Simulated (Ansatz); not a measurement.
# Alloy of CdSe and ZnSe (27 of 32 Cd sites exchanged), 64 atoms

Wanted: the relaxed alloy cell and its gap (PBEsol, PBE, r²SCAN, HSE06 and HSE06 with spin–orbit coupling).

All numbers are computed with Ansatz 0.2.0 (PAW, plane waves).

**1. Starting point**

64 atoms (27 Zn, 5 Cd, 32 Se); a = 11.419 Å, b = 11.419 Å, c = 11.419 Å, α = 90.00°, β = 90.00°, γ = 90.00°. All atoms were shaken off their sites by about 0.02 Å along each axis.

Plan of the steps: (2) PBEsol cell relaxation at the single k point (¼, ¼, ¼), on 1 × NVIDIA GB300 Max-Q with 32 threads of Arm Neoverse-V2; (3) PBE single point at the Γ point alone, on 1 × NVIDIA GB300 Max-Q with 32 threads of Arm Neoverse-V2; (4) r²SCAN single point at the Γ point alone, on 1 × NVIDIA GB300 Max-Q with 32 threads of Arm Neoverse-V2; (5) HSE06 single point at the Γ point alone, on 1 × NVIDIA GB300 Max-Q with 32 threads of Arm Neoverse-V2; (6) HSE06 with spin–orbit coupling single point at the Γ point alone, on 1 × NVIDIA GB300 Max-Q with 32 threads of Arm Neoverse-V2.

**2. Relaxing cell and atoms with PBEsol**

Contents of in.yaml:

```yaml
crystal:
  lattice:
    - [11.418599, 0.000000, 0.000000]
    - [0.000000, 11.418599, 0.000000]
    - [0.000000, 0.000000, 11.418599]
  atoms:
    - { symbol: Zn, position: [0.003147, 0.999332, 0.998462] }
    - { symbol: Zn, position: [0.999208, 0.997353, 0.502093] }
    - { symbol: Zn, position: [0.999724, 0.498657, 0.999704] }
    - { symbol: Zn, position: [0.999344, 0.497320, 0.498704] }
    - { symbol: Zn, position: [0.501012, 0.001665, 0.998370] }
    - { symbol: Zn, position: [0.502229, 0.998706, 0.499867] }
    - { symbol: Zn, position: [0.498277, 0.500461, 0.001009] }
    - { symbol: Zn, position: [0.250409, 0.248149, 0.000297] }
    - { symbol: Zn, position: [0.251216, 0.249361, 0.498652] }
    - { symbol: Zn, position: [0.250735, 0.749251, 0.001786] }
    - { symbol: Zn, position: [0.248639, 0.749335, 0.502960] }
    - { symbol: Zn, position: [0.752715, 0.250225, 0.499349] }
    - { symbol: Zn, position: [0.751003, 0.747270, 0.998760] }
    - { symbol: Zn, position: [0.248917, 0.999655, 0.247678] }
    - { symbol: Zn, position: [0.248128, 0.001063, 0.750178] }
    - { symbol: Zn, position: [0.247437, 0.497292, 0.245622] }
    - { symbol: Zn, position: [0.247330, 0.498410, 0.749588] }
    - { symbol: Zn, position: [0.750003, 0.996727, 0.247918] }
    - { symbol: Zn, position: [0.746510, 0.001116, 0.749806] }
    - { symbol: Zn, position: [0.748091, 0.499215, 0.247918] }
    - { symbol: Zn, position: [0.749506, 0.503711, 0.750256] }
    - { symbol: Zn, position: [0.001273, 0.249136, 0.249276] }
    - { symbol: Zn, position: [0.002585, 0.249899, 0.749911] }
    - { symbol: Zn, position: [0.996705, 0.751199, 0.249620] }
    - { symbol: Zn, position: [0.001597, 0.750285, 0.749044] }
    - { symbol: Zn, position: [0.498153, 0.250703, 0.249354] }
    - { symbol: Zn, position: [0.495428, 0.748268, 0.251060] }
    - { symbol: Cd, position: [0.499543, 0.500005, 0.500732] }
    - { symbol: Cd, position: [0.748025, 0.251420, 0.997440] }
    - { symbol: Cd, position: [0.747967, 0.749188, 0.498185] }
    - { symbol: Cd, position: [0.501556, 0.250266, 0.751233] }
    - { symbol: Cd, position: [0.504084, 0.749673, 0.752525] }
    - { symbol: Se, position: [0.123099, 0.126902, 0.128167] }
    - { symbol: Se, position: [0.121767, 0.125729, 0.626110] }
    - { symbol: Se, position: [0.125560, 0.624520, 0.125722] }
    - { symbol: Se, position: [0.124930, 0.625614, 0.624405] }
    - { symbol: Se, position: [0.626902, 0.126021, 0.128399] }
    - { symbol: Se, position: [0.623209, 0.125691, 0.623274] }
    - { symbol: Se, position: [0.625754, 0.625248, 0.126977] }
    - { symbol: Se, position: [0.624104, 0.628433, 0.626477] }
    - { symbol: Se, position: [0.376531, 0.372971, 0.124855] }
    - { symbol: Se, position: [0.379255, 0.372728, 0.625505] }
    - { symbol: Se, position: [0.377074, 0.874573, 0.123684] }
    - { symbol: Se, position: [0.374446, 0.873687, 0.626846] }
    - { symbol: Se, position: [0.874229, 0.375484, 0.124423] }
    - { symbol: Se, position: [0.875375, 0.374920, 0.625994] }
    - { symbol: Se, position: [0.877292, 0.871021, 0.128178] }
    - { symbol: Se, position: [0.877092, 0.877064, 0.626957] }
    - { symbol: Se, position: [0.376427, 0.127552, 0.375711] }
    - { symbol: Se, position: [0.373472, 0.123584, 0.876013] }
    - { symbol: Se, position: [0.372643, 0.626098, 0.371403] }
    - { symbol: Se, position: [0.376004, 0.623757, 0.876830] }
    - { symbol: Se, position: [0.874412, 0.127751, 0.375096] }
    - { symbol: Se, position: [0.878735, 0.126498, 0.873509] }
    - { symbol: Se, position: [0.872547, 0.624896, 0.375270] }
    - { symbol: Se, position: [0.875419, 0.627228, 0.873318] }
    - { symbol: Se, position: [0.125573, 0.375557, 0.373267] }
    - { symbol: Se, position: [0.124346, 0.376000, 0.875572] }
    - { symbol: Se, position: [0.124373, 0.877070, 0.377739] }
    - { symbol: Se, position: [0.124363, 0.878690, 0.875209] }
    - { symbol: Se, position: [0.624998, 0.373489, 0.371367] }
    - { symbol: Se, position: [0.623455, 0.374537, 0.873683] }
    - { symbol: Se, position: [0.627611, 0.874105, 0.372751] }
    - { symbol: Se, position: [0.627018, 0.870482, 0.875276] }
  symmetry: { detect: false }
kpoints:
  mp_grid: { grid: [1, 1, 1], shift: [0.25, 0.25, 0.25] }
hamiltonian:
  xc: pbesol
scf:
  occupations: { method: fermi_dirac, width: 0.01 }
relax:
  f_tol: 0.03
  max_steps: 80
  escape_saddle: false
  adjacent_minimum: "off"
  cell: { fix: [shape] }
output:
  forces: true
  eigenvalues: true
  populations: true
```

The runs that follow: Single point with PBE; r²SCAN single point; HSE06 single point; HSE06 with spin–orbit coupling on the same atoms.

Q: Predict the outcome of this session. Wanted: for each run, top filled to lowest empty.

As calculated:

| level | time | k points | top filled to lowest empty (eV) |
| --- | --- | --- | --- |
| PBEsol, relaxation | 11 s (GPU) | (¼, ¼, ¼) | 2.21 |
| PBE | 3.4 s (GPU) | Γ | 1.16 |
| r²SCAN | 5.4 s (GPU) | Γ | 1.72 |
| HSE06 | 44 s (GPU) | Γ | 2.29 |
| HSE06 with spin–orbit coupling | 7.3 min (GPU) | Γ | 2.16 |

| quantity | value |
| --- | --- |
| relaxation | 6 recorded steps, 2.09 eV gained |
| largest shift | 0.24 Å (Se42) |
| relaxed cell | a = 11.405 Å, b = 11.405 Å, c = 11.405 Å, α = 90.00°, β = 90.00°, γ = 90.00° |
| mean bonds | Cd–Se 2.600, Se–Zn 2.447 Å |

The relaxation lowers the energy by 2.09 eV; the largest shift is 0.24 Å (Se42), while the volume changes by -0.4 %. The mean lengths of the listed bonds run from Se–Zn 2.45 Å to Cd–Se 2.60 Å. At the same k points, PBE gives a spacing 1.13 eV smaller and r²SCAN gives a spacing 0.57 eV smaller than the 2.29 eV of HSE06. The relaxation ran on other k points, so part of any difference from the later rows can come from the mesh. Spin–orbit coupling changes the HSE06 spacing by -0.14 eV. The price of HSE06 is about 13 times the time of PBE here. With one k point the spacing samples only the states that fold onto it, so it can exceed the gap over the zone.
